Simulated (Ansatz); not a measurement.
**C2H4BFOS: small, medium and large basis sets**

One table from this session's results is given with a row withheld; the runs are named, their logs left out.

The runs use Ansatz 0.2.0, Gaussian basis; one geometry, several basis sets.

Levels to be run: PBE0-D4/def2-SVP; ωB97M-V/def2-SVP; PBE0-D4/def2-QZVPP; ωB97M-V/def2-QZVPP; the functionals' def2-TZVPP values are taken from earlier runs.

## Structure used throughout

The geometry comes from an earlier relaxation with PBE0-D4 in a triple-zeta def2 set; it is a stationary point, not always the lowest conformer.

SMILES `CC1(S)OB1F`, 10 atoms, charge 0, spin multiplicity 1.

Atoms are counted from 1 here; the program's logs count them from 0.

Bond lengths: C1–C2 1.499 Å, C1–H7 1.092 Å, C1–H8 1.090 Å, C1–H9 1.094 Å, C2–S3 1.767 Å, C2–O4 1.583 Å, C2–B5 1.507 Å, S3–H10 1.342 Å, O4–B5 1.319 Å, B5–F6 1.308 Å. Angles: C2–C1–H7 109.6°, C2–C1–H8 110.6°, C2–C1–H9 111.1°, H7–C1–H8 108.7°, H7–C1–H9 108.2°, H8–C1–H9 108.5°, C1–C2–S3 111.8°, C1–C2–O4 111.7°, C1–C2–B5 124.8°, S3–C2–O4 114.4°, S3–C2–B5 123.1°, O4–C2–B5 50.5°, C2–S3–H10 98.2°, C2–O4–B5 61.8°, C2–B5–O4 67.8°, C2–B5–F6 154.1°, O4–B5–F6 138.0°.

Coordinates:

```xyz
10
charge 0, multiplicity 1
C    -0.3245   -0.8456   -0.9955
C     0.0960   -0.0262    0.1868
S     1.0936   -0.9570    1.3102
O    -1.1367    0.7060    0.8580
B    -0.1714    1.4477    0.3497
F     0.1262    2.7168    0.2424
H     0.5399   -1.0368   -1.6345
H    -1.0806   -0.3189   -1.5777
H    -0.7367   -1.8089   -0.6812
H     1.6772    0.0718    1.9449
```

The first run:

in.yaml reads:

```yaml
crystal:
  periodic: [false, false, false]
  atoms:
    - {symbol: C, position_ang: [-0.324460, -0.845595, -0.995512]}
    - {symbol: C, position_ang: [0.095955, -0.026214, 0.186794]}
    - {symbol: S, position_ang: [1.093559, -0.956982, 1.310243]}
    - {symbol: O, position_ang: [-1.136716, 0.706041, 0.857993]}
    - {symbol: B, position_ang: [-0.171356, 1.447667, 0.349745]}
    - {symbol: F, position_ang: [0.126231, 2.716773, 0.242399]}
    - {symbol: H, position_ang: [0.539905, -1.036823, -1.634481]}
    - {symbol: H, position_ang: [-1.080554, -0.318864, -1.577717]}
    - {symbol: H, position_ang: [-0.736695, -1.808921, -0.681197]}
    - {symbol: H, position_ang: [1.677232, 0.071818, 1.944933]}
basis:
  gaussian: {orbitals: def2-SVP}
hamiltonian: {xc: pbe0, dispersion: d4}
output: {orbitals: {seedname: orbitals}}
```

Among the steps run: PBE0-D4 in def2-SVP; ωB97M-V in def2-SVP; PBE0-D4 in def2-QZVPP; ωB97M-V in def2-QZVPP.

One table of the session follows, with a row left open; its other results are not shown here.

It belongs to the step «Functionals by basis». 

| functional | basis | HOMO (eV) | LUMO (eV) |
| --- | --- | --- | --- |
| PBE0-D4 | def2-SVP | -7.25 | 0.37 |
| PBE0-D4 | def2-TZVPP | -7.38 | -0.14 |
| PBE0-D4 | def2-QZVPP | ? | ? |
| ωB97M-V | def2-SVP | -9.42 | 2.27 |
| ωB97M-V | def2-TZVPP | -9.57 | 1.48 |
| ωB97M-V | def2-QZVPP | -9.61 | 1.15 |

Estimate the missing values for PBE0-D4, def2-QZVPP.

The run gave: HOMO (eV): -7.41; LUMO (eV): -0.27. In the column «HOMO (eV)» it lies between ωB97M-V, def2-SVP (-9.42) and PBE0-D4, def2-TZVPP (-7.38).
